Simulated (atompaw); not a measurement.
# Pseudopotential generation for Be: PAW (atompaw), LDA (PW92)

Task: generate the file, and judge it by its logarithmic derivatives, its ghosts and its cutoff.

Program: atompaw 4.2.0.5. Reference atom: LDA (PW92), non-relativistic, spherical and spin-unpolarised. All values are calculated.

## 1. Settings

The settings as typed:

| Property | Result |
| --- | --- |
| element | beryllium (Be, Z = 4) |
| type | PAW |
| frozen core | none |
| valence charge | 4 |
| reference configuration | 1s2 2s1 2p0 (charge +1) |
| partial waves | 1s (bound): rc 0.40 bohr; 2s (bound): rc 3.00 bohr; 2p (bound, empty): rc 3.00 bohr; 2p channel at 0.45 Ry: rc 3.00 bohr; 3d channel at 0.2 Ry: rc 3.00 bohr |
| local potential | bessel scheme, radius 2.00 bohr |
| core correction | not asked for |
| augmentation charge | besselshape compensation charge, radius 2.30 bohr; PAW radius 3.00 bohr; waves and projectors: custom rrkj gramschmidtortho |

The outer shells as boxes (Hund's rule for the drawing; the calculation is spin-unpolarised):

```
1s [↑↓]
2s [↑ ]
2p [  ][  ][  ]
```

An earlier all-electron run gives the scale for the radii.

All-electron outer shells of the reference configuration (LDA (PW92), non-relativistic, ld1.x):

| shell | level (eV) | outermost node (bohr) | outermost maximum (bohr) |
| --- | --- | --- | --- |
| 1s | -116.40 | – | 0.27 |
| 2s | -13.64 | 0.59 | 1.89 |
| 2p | -9.82 | – | 1.87 |
| 3d | -2.32 | – | 5.08 |

## 2. The generation run

The input, Be.input:

```
Be 4
LDA-PW loggrid 1500 logderivrange -11 5 401
2 2 0 0 0 0
2 0 1
2 1 0
0 0 0
v
v
v
2
3.00 2.30 2.00 2.85
n
y
0.45
n
y
0.2
n
custom rrkj gramschmidtortho besselshape
bessel
0.40
3.00
3.00
3.00
3.00
PWSCFOUT
UPFDX 0.0125d0 UPFXMIN -7.d0 UPFZMESH 4.d0
END
```

Launch:

```
$ atompaw < Be.input > Be.log
```

Before running it: what results should come out? Wanted: cutoffs for 10 and 1 mRy, occupied levels; bound ghosts; largest phase difference near zero energy, channels read; lowest eigenvalue of the overlap; share of valence orbitals outside the PAW sphere; UPF file.

As calculated:

```
                                                quantity                     value
               cutoffs for 10 and 1 mRy, occupied levels    300 Ry and over 300 Ry
                                            bound ghosts                none found
largest phase difference near zero energy, channels read                 0.078 rad
         lowest eigenvalue of the overlap (Bessel basis)                 0.357 (p)
        share of valence orbitals outside the PAW sphere  1s 0 %, 2s 21 %, 2p 25 %
                                                UPF file                   written
```

**Reading.** By its cutoff, 300 Ry for the looser tolerance, it is very hard. The tighter tolerance needs over 300 Ry, and converged work needs a cutoff nearer that. The slowest occupied level is 1s: taken alone it needs over 300 Ry to come within 1 mRy, against 6 Ry or less for 2s. It is free of bound ghosts as far as tested. Near zero energy the largest phase difference among the channels read is 0.08 rad, in the s channel. These are tests on the free atom; a crystal test is still owed.
